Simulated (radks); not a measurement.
# K in [Ne] 3s1 3p6 4s1 5s1: an all-electron calculation

The task here is to estimate one member of a computed series from the others.

Program: radks (a radial shooting solver on a logarithmic mesh, Libxc functionals) version 1. Level of theory: non-relativistic Kohn-Sham, r2SCAN, spin-unpolarised, spherical densities, point nucleus. These are calculated values, not measurements, unless marked.

**The atom as given**

* element: potassium (Z = 19)
* charge: 0
* electrons: 19
* configuration: [Ne] 3s1 3p6 4s1 5s1

Outer shells as boxes (Hund's rule):

K
```
[Ne] core
3s [↑ ]
3p [↑↓][↑↓][↑↓]
4s [↑ ]
5s [↑ ]
```

Set-up of the first run:

The run's settings:

```text
Z 19
configuration [Ne] 3s1 3p6 4s1 5s1 4p0 6s0 4f0
relativity non-relativistic
functional r2scan,r2scan
spin unpolarised
nucleus point
```

Launch:

```sh
python run_ks.py task.json out
```

All runs below come from this command, one after another.

One of the session's tables, all rows but one given; the rest of the session is left out.

It belongs to the step «Radial structure». Radial moments (bohr):

| level | <r> | outermost maximum (interpolated) | 90 % within | nodes |
| --- | --- | --- | --- | --- |
| 1s | 0.08156 | 0.0535 | 0.145 | 0 |
| 2s | 0.3885 | 0.320 | 0.605 | 1 |
| 2p | 0.3506 | 0.264 | 0.578 | 0 |
| 3s | 1.243 | 1.07 | 1.86 | 2 |
| 3p | 1.362 | 1.13 | 2.09 | 1 |
| 4s | 3.917 | 3.40 | 5.76 | 3 |
| 4p | 5.038 | 4.02 | 7.74 | 2 |
| 5s | ? | ? | ? | ? |

Q: Estimate the row for 5s from the others.

As computed: <r>: 10.38; outermost maximum (interpolated): 9.71; 90 % within: 14.5; nodes: 4. In the column «<r>» it is the highest.
